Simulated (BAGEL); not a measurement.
# HF/3-21G (density fitting with qzvpp-jkfit) run of C2H4O2 (SMILES C=C(O)O)

What is the electronic atomisation energy of C2H4O2 at HF/3-21G (density fitting with qzvpp-jkfit)? 

Program for the calculation: BAGEL 1.2.2.

9 further runs of the same task are left out: 9 set aside as unsound or not needed.

## 1. The molecule

C2H4O2 has 8 atoms, charge 0, and is taken as a singlet. SMILES: `C=C(O)O`. The coordinates come from a PBE0-D4/def2-TZVP relaxation. This is one conformer, not always the lowest.

Bond lengths: C1–C2 1.330 Å, C2–O3 1.339 Å, C2–O4 1.354 Å, C1–H5 1.079 Å, C1–H6 1.080 Å, O3–H7 0.963 Å, O4–H8 0.961 Å. Angles: C1–C2–O3 123.4°, C1–C2–O4 126.2°, O3–C2–O4 110.4°, C2–C1–H5 119.9°, C2–C1–H6 120.8°, C2–O3–H7 108.1°, C2–O4–H8 109.2°, H5–C1–H6 119.3°.

## 2. The energy at HF/3-21G (density fitting with qzvpp-jkfit)

calc.json

```json
{ "bagel" : [

{
  "title" : "molecule",
  "basis" : "3-21g",
  "df_basis" : "qzvpp-jkfit",
  "angstrom" : "true",
  "geometry" : [
    { "atom" : "C", "xyz" : [      -0.861900,       0.309200,      -0.656600 ] },
    { "atom" : "C", "xyz" : [       0.226400,       0.062700,       0.067600 ] },
    { "atom" : "O", "xyz" : [       1.269600,       0.899800,       0.139400 ] },
    { "atom" : "O", "xyz" : [       0.450100,      -1.036800,       0.824600 ] },
    { "atom" : "H", "xyz" : [      -0.934000,       1.223000,      -1.225100 ] },
    { "atom" : "H", "xyz" : [      -1.679700,      -0.396100,      -0.683800 ] },
    { "atom" : "H", "xyz" : [       1.929700,       0.505200,       0.718800 ] },
    { "atom" : "H", "xyz" : [      -0.308000,      -1.624300,       0.759300 ] }
  ]
},

{ "title" : "hf" },

{ "title" : "print", "file" : "orbitals.molden", "orbitals" : "true" }

]}
```

The run is started by

```console
$ BAGEL_NUM_THREADS=1 BAGEL calc.json > calc.out
```

The program printed:

```text
* using 1 threads per process

  ===============================================================
  ===============================================================

  *** Geometry ***

  { "atom" : "C", "xyz" : [     -1.628755,      0.584303,     -1.240794 ] },
  { "atom" : "C", "xyz" : [      0.427834,      0.118486,      0.127745 ] },
  { "atom" : "O", "xyz" : [      2.399196,      1.700376,      0.263428 ] },
  { "atom" : "O", "xyz" : [      0.850566,     -1.959268,      1.558268 ] },
  { "atom" : "H", "xyz" : [     -1.765004,      2.311135,     -2.315103 ] },
  { "atom" : "H", "xyz" : [     -3.174173,     -0.748521,     -1.292195 ] },
  { "atom" : "H", "xyz" : [      3.646605,      0.954690,      1.358335 ] },
  { "atom" : "H", "xyz" : [     -0.582036,     -3.069482,      1.434869 ] },

  Number of auxiliary basis functions:      376

  Since a DF basis is specified, we compute 2- and 3-index integrals:
    o Being stored without compression. Storage requirement is 0.006 GB

  Number of basis functions:       44
  Number of electrons      :       32

    * METHOD: MOLECULE                             0.11

  *** RHF ***

  === Nuclear Repulsion ===
   122.3886022598

      * DIIS with orbital gradients will be used.

  === RHF iteration (3-21g) ===
      0       -226.35295452          0.03022384           0.02
      1       -226.46344604          0.01455267           0.02
      2       -226.48847746          0.00201070           0.02
      3       -226.48943139          0.00047215           0.02
      4       -226.48950647          0.00020733           0.02
      5       -226.48952103          0.00005519           0.02
      6       -226.48952242          0.00003098           0.02
      7       -226.48952275          0.00000602           0.02
      8       -226.48952276          0.00000211           0.02
      9       -226.48952276          0.00000093           0.02
     10       -226.48952276          0.00000025           0.02
     11       -226.48952276          0.00000007           0.03
     12       -226.48952276          0.00000002           0.02
     13       -226.48952276          0.00000000           0.02
    * SCF iteration converged.

    * Permanent dipole moment:
           (    0.170032,     0.761096,    -0.348141) a.u.

    * METHOD: HF                                   0.40

    * METHOD: PRINT                                0.01

  ===============================================================
```

It took 1.8 s on 1 thread of Intel Xeon Platinum 8488C (Sapphire Rapids), shared host; peak memory 0.08 GiB.

## 3. The C atom at the same level

input.json

```json
{ "bagel" : [

{
  "title" : "molecule",
  "basis" : "3-21g",
  "df_basis" : "qzvpp-jkfit",
  "angstrom" : true,
  "geometry" : [
    { "atom" : "C", "xyz" : [    0.000000,    0.000000,    0.000000 ] }
  ]
},
{
  "title" : "uhf",
  "nopen" : 2
},
{
  "title" : "print",
  "file" : "orbitals.molden",
  "orbitals" : true
}

]}
```

Run the same way, it converges to -37.48108 Eh (log not shown).

## 4. The H atom, same level

input.json

```json
{ "bagel" : [

{
  "title" : "molecule",
  "basis" : "3-21g",
  "df_basis" : "qzvpp-jkfit",
  "angstrom" : "true",
  "geometry" : [
    { "atom" : "H", "xyz" : [    0.000000,    0.000000,    0.000000 ] }
  ]
},
{
  "title" : "uhf",
  "charge" : 0,
  "nopen" : 1
},
{
  "title" : "print",
  "file" : "orbitals.molden",
  "orbitals" : "true"
}

]}
```

Run the same way, it converges to -0.49620 Eh (log not shown).

## 5. The O atom at the same level

input.json

```json
{ "bagel": [

{
  "title": "molecule",
  "basis": "3-21g",
  "df_basis": "qzvpp-jkfit",
  "angstrom": true,
  "geometry": [
    { "atom": "O", "xyz": [    0.000000,    0.000000,    0.000000 ] }
  ]
},
{ "title": "uhf", "nopen": 2 },
{ "title": "print", "file": "orbitals.molden", "orbitals": true }

]}
```

The run is started by

```console
$ BAGEL_NUM_THREADS=1 BAGEL input.json > input.out
```

The program printed:

```text
* using 1 threads per process

  ===============================================================
  ===============================================================

  *** Geometry ***

  { "atom" : "O", "xyz" : [      0.000000,      0.000000,      0.000000 ] },

  Number of auxiliary basis functions:       77

  Since a DF basis is specified, we compute 2- and 3-index integrals:
    o Being stored without compression. Storage requirement is 0.000 GB

  Number of basis functions:        9
  Number of electrons      :        8

    * METHOD: MOLECULE                             0.01

  *** Open-shell HF ***

  === Nuclear Repulsion ===
     0.0000000000

      * DIIS with orbital gradients will be used.

  === UHF iteration (3-21g) ===
      0        -74.38774432          0.02822767           0.00
      1        -74.39295470          0.00770985           0.00
      2        -74.39342859          0.00218198           0.00
      3        -74.39350053          0.00058964           0.00
      4        -74.39350590          0.00011977           0.00
      5        -74.39350641          0.00000224           0.00
      6        -74.39350641          0.00000087           0.00
      7        -74.39350641          0.00000022           0.00
      8        -74.39350641          0.00000001           0.00
    * SCF iteration converged.

    * S^2 (UHF) is 2.0011

    * Permanent dipole moment:
           (   -0.000000,    -0.000000,     0.000000) a.u.

    * METHOD: UHF                                  0.03

    * METHOD: PRINT                                0.00

  ===============================================================
```

Run time: 1.4 s. Hardware: 1 thread of Intel Xeon Platinum 8488C (Sapphire Rapids), shared host; peak memory 0.08 GiB.

## 6. Outcome

Level: HF/3-21G (density fitting with qzvpp-jkfit).

```
                     quantity          value
       molecule: total energy  -226.48952 Eh
      molecule: dipole moment         2.17 D
        molecule: HOMO energy       -8.93 eV
        molecule: LUMO energy        6.32 eV
      molecule: HOMO–LUMO gap       15.25 eV
         C atom: total energy   -37.48108 Eh
        C atom: dipole moment         0.00 D
                 C atom: ⟨S²⟩          2.001
         H atom: total energy    -0.49620 Eh
        H atom: dipole moment         0.00 D
                 H atom: ⟨S²⟩          0.750
         O atom: total energy   -74.39351 Eh
        O atom: dipole moment         0.00 D
                 O atom: ⟨S²⟩          2.001
electronic atomisation energy      20.560 eV
```

**Reading.** Taking the molecule apart into free atoms costs 20.56 eV (474 kcal/mol), before zero-point energy and without spin-orbit coupling. Hartree–Fock lacks the correlation of the bonding pairs, which as a rule makes this value much too low; in minimal bases other errors can mask that. The basis has no polarisation functions, which makes bonds too weak.
